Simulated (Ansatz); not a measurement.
**C2H5ClFIn: one species, many methods**

Aim: compute C2H5ClFIn with functionals from several rungs and with coupled cluster. The yardstick is the atomisation energy at the CCSD(T) limit.

Computed with Ansatz 0.2.0, Gaussian basis. Level: functionals in def2-TZVPP, the program's frozen cores in correlated methods.

The runs, in order: LDA (SPW92), PBE-D4, revPBE-D4, BLYP-D4, r2SCAN-D4, B97M-V, PBE0-D4, B3LYP-D4, r2SCANh-D4, r2SCAN0-D4, HSE06-D4, BHLYP-D4, CAM-B3LYP-D4, LC-ωPBE, ωB97X-V, ωB97M-V, B2PLYP, PBE-QIDH; CCSD(T)/def2-SVP; CCSD(T)/def2-TZVPP; MP2/def2-QZVPP; extrapolation to the limit; RPA on PBE.

1 further run of the same task is left out (for a known fault of the program).

## (1) The relaxed structure

The geometry comes from an earlier relaxation with PBE0-D4 in a triple-zeta def2 set; it is a stationary point, not always the lowest conformer. In takes the def2 core potential; no spin-orbit term is included.

SMILES `C[CH2][In]([F])[Cl]`, 10 atoms, charge 0, spin multiplicity 1.

Atoms are counted from 1 here; the program's logs count them from 0.

Bond lengths: C1–C2 1.520 Å, C1–H6 1.091 Å, C1–H7 1.094 Å, C1–H8 1.091 Å, C2–In3 2.141 Å, C2–H9 1.092 Å, C2–H10 1.092 Å, In3–F4 1.952 Å, In3–Cl5 2.319 Å. Angles: C2–C1–H6 112.1°, C2–C1–H7 110.3°, C2–C1–H8 112.1°, H6–C1–H7 107.5°, H6–C1–H8 107.2°, H7–C1–H8 107.5°, C1–C2–In3 113.7°, C1–C2–H9 112.2°, C1–C2–H10 112.1°, In3–C2–H9 105.7°, In3–C2–H10 105.7°, H9–C2–H10 106.8°, C2–In3–F4 120.2°, C2–In3–Cl5 130.9°, F4–In3–Cl5 108.8°.

Geometry (Å):

```tsv
atom	x (Å)	y (Å)	z (Å)
C1	0.24642	-1.09974	0.87864
C2	0.52849	0.32931	0.44357
In3	-0.62503	0.95884	-1.24721
F4	-1.89290	-0.26765	-2.08288
Cl5	-0.67613	2.97859	-2.38501
H6	-0.79633	-1.24266	1.16754
H7	0.86558	-1.36217	1.74198
H8	0.46372	-1.82039	0.08829
H9	1.57331	0.47504	0.16030
H10	0.31287	1.05083	1.23479
```

## (2) LDA

This LDA is Slater exchange with PW92 correlation.

Input file in.yaml:

```yaml
crystal:
  periodic: [false, false, false]
  atoms:
    - {symbol: C, position_ang: [0.246416, -1.099739, 0.878638]}
    - {symbol: C, position_ang: [0.528487, 0.329305, 0.443571]}
    - {symbol: In, position_ang: [-0.625025, 0.958844, -1.247213]}
    - {symbol: F, position_ang: [-1.892896, -0.267648, -2.082878]}
    - {symbol: Cl, position_ang: [-0.676127, 2.978592, -2.385014]}
    - {symbol: H, position_ang: [-0.796326, -1.242661, 1.167541]}
    - {symbol: H, position_ang: [0.865580, -1.362175, 1.741976]}
    - {symbol: H, position_ang: [0.463724, -1.820387, 0.088294]}
    - {symbol: H, position_ang: [1.573310, 0.475036, 0.160298]}
    - {symbol: H, position_ang: [0.312866, 1.050833, 1.234786]}
basis:
  gaussian: {orbitals: def2-TZVPP}
hamiltonian: {xc: lda}
output: {orbitals: {seedname: orbitals}}
```

On the command line:

```
$ ansatz run in.yaml --threads 4 --pin off --events-out ev --progress --plain --max-ram 10444MiB
```

Further steps of the session: PBE-D4 (GGA); revPBE-D4 (GGA); BLYP-D4 (GGA); r2SCAN-D4 (meta-GGA); B97M-V (meta-GGA); B3LYP-D4 (hybrid); r2SCANh-D4 (hybrid); r2SCAN0-D4 (hybrid); HSE06-D4 (hybrid); BHLYP-D4 (hybrid); CAM-B3LYP-D4 (range-separated); LC-ωPBE (range-separated); ωB97X-V (range-separated); ωB97M-V (range-separated); B2PLYP (double hybrid); PBE-QIDH (double hybrid); CCSD(T) in def2-SVP; CCSD(T) in def2-TZVPP; MP2 in def2-QZVPP; RPA on PBE orbitals.

**Question.** What will the summary of the whole plan be? Wanted: atomisation energy, CCSD(T)/CBS; farthest beyond LDA; mean size of error, GGA; mean size of error, meta-GGA; mean size of error, hybrid; mean size of error, range-separated; mean size of error, double hybrid; gap, smallest and largest; T1 diagnostic.

**Answer**, as computed:

```
                               quantity                                                                                                value
        atomisation energy, CCSD(T)/CBS                                                                                        3511.8 kJ/mol
 functionals within 35.1 kJ/mol (1.0 %)  r2SCAN-D4, B97M-V, PBE0-D4, r2SCANh-D4, HSE06-D4, CAM-B3LYP-D4, LC-ωPBE, ωB97X-V, ωB97M-V, PBE-QIDH
                    farthest beyond LDA                                                                             BHLYP-D4 (-131.4 kJ/mol)
                mean size of error, GGA                                                                                          48.7 kJ/mol
           mean size of error, meta-GGA                                                                                           3.8 kJ/mol
             mean size of error, hybrid                                                                                          47.7 kJ/mol
    mean size of error, range-separated                                                                                          10.5 kJ/mol
      mean size of error, double hybrid                                                                                          46.4 kJ/mol
              gap, smallest and largest                                                            4.51 eV (LDA (SPW92)), 11.58 eV (LC-ωPBE)
                          T1 diagnostic                                                                                               0.0135
triples share of the correlation energy                                                                                                3.5 %
```

**Reading.** The LDA atomisation energy is off by 471.5 kJ/mol (13 %): it overbinds. PBE-D4 misses by +41.0 kJ/mol. Double hybrids carry the basis error of their MP2 part in triple zeta, and no dispersion term here, so their miss is partly the set-up's. The rungs meta-GGA, range-separated miss on average by less than the doubt on the reference (35.1 kJ/mol), so they tie. Misses under about 35.1 kJ/mol are within the doubt on the reference itself, which lacks core-valence correlation, spin-orbit coupling and higher excitations, and its outer-core shells are covered unevenly. All levels share the lack of spin-orbit coupling, which lowers the free heavy atoms and so the true binding. Hartree-Fock recovers 74 % of the binding; the rest is correlation. CCSD(T) in def2-SVP is off by -195.4 kJ/mol, which most functionals beat. The gap grows from 4.5 to 11.6 eV across the functionals, mostly with the share of exact exchange. Correlated methods include outer-core shells of In, which these sets cover unevenly.
